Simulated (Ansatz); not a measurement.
# IrOs: how the settings move a single-point run

Question: which choices in the input matter for IrOs?

Method: reference: DFT, PBEsol, norm-conserving pseudopotentials, Ansatz's default files, scalar-relativistic, in Ansatz 0.2.0.

1 further run of the same task is left out (it didn't finish). Runs told in other sessions of the task aren't counted.

## Step 1: The starting structure

It takes space group Cm (No. 8, monoclinic). Conventional cell: a = 4.752 Å, b = 2.744 Å, c = 4.361 Å, α = 90.00°, β = 90.00°, γ = 90.00°. Os (site symmetry m) is surrounded by 3 Ir at 2.37 to 2.56 Å. Ir (site symmetry m) is surrounded by 3 Os at 2.37 to 2.56 Å.

As a file:

```cif
data_structure
_symmetry_space_group_name_H-M 'Cm'
_symmetry_Int_Tables_number 8
_cell_length_a 4.7521
_cell_length_b 2.7436
_cell_length_c 4.3609
_cell_angle_alpha 90.000
_cell_angle_beta 90.000
_cell_angle_gamma 90.000
_cell_volume 56.86
loop_
_atom_site_label
_atom_site_type_symbol
_atom_site_symmetry_multiplicity
_atom_site_Wyckoff_symbol
_atom_site_fract_x
_atom_site_fract_y
_atom_site_fract_z
_atom_site_occupancy
Os1 Os 2 a 0.48000 0.50000 0.97000 1
Ir1 Ir 2 a 0.18667 0.50000 0.53000 1
```

## Step 2: Reference

Input file input.yaml:

```yaml
crystal:
  lattice:
    - [2.7436214815, 0.0, 0.0]
    - [-1.3718107407, 2.3760459013, 0.0]
    - [0.0, 0.0, 4.36088301]
  atoms:
    - { symbol: Os, position: [-0.04, -0.02, -0.03] }
    - { symbol: Ir, position: [0.3733333333, 0.6866666667, 0.53] }
kpoints:
  mp_grid: { grid: [13, 13, 7] }
scf:
  occupations: { method: fermi_dirac, width: 0.05 }
hamiltonian:
  xc: pbesol
  pseudopotentials: { kind: nc }
output:
  forces: true
  stress: true
  eigenvalues: true
  populations: true
```

Run with:

```
ansatz run input.yaml --threads 1 --pin off --max-ram 2048MiB --backend cpu --events-out ev --progress --plain --runs-dir out
```

## Step 3: Changing settings: occupations.method tetrahedron_uncorrected, width left out

Changes to input.yaml since step 2:

```diff
@@ -11,3 +11,3 @@
 scf:
-  occupations: { method: fermi_dirac, width: 0.05 }
+  occupations: { method: tetrahedron_uncorrected }
 hamiltonian:
```

What does the calculation give? Wanted: for each run, ending; energy change; pressure; gap; force.

**Answer**, as computed:

| run | ending | energy change | pressure (GPa) | gap (eV) | force (eV/Å) | cycles | time |
| --- | --- | --- | --- | --- | --- | --- | --- |
| reference | converged | 0 | 10.6 | 0.00 | 5.10 | 9 | 72 s |
| 1: occupations.method tetrahedron_uncorrected, width left out | converged | +29.5 meV/atom (σ→0) | 11.1 | 0.00 | 5.10 | 9 | 57 s |

Residual by cycle in the longest SCF loop of each run; runs are numbered as in the table. The quantity is the density residual dr2, in eV.

| cycle | reference | run 1 |
| --- | --- | --- |
| 1 | 0.932 | 0.926 |
| 2 | 0.284 | 0.283 |
| 3 | 0.884 | 0.68 |
| 4 | 0.0519 | 0.0548 |
| 5 | 7.8e-4 | 8.5e-4 |
| 6 | 5.3e-5 | 6.4e-5 |
| 7 | 2.3e-6 | 2.3e-6 |
| 8 | 1.2e-7 | 1.2e-7 |
| 9 | 3.3e-9 | 3.1e-9 |

What this shows: Changing the smearing moves the energy by +29.5 meV/atom (σ→0 values), and the pressure goes from 10.6 to 11.1 GPa.
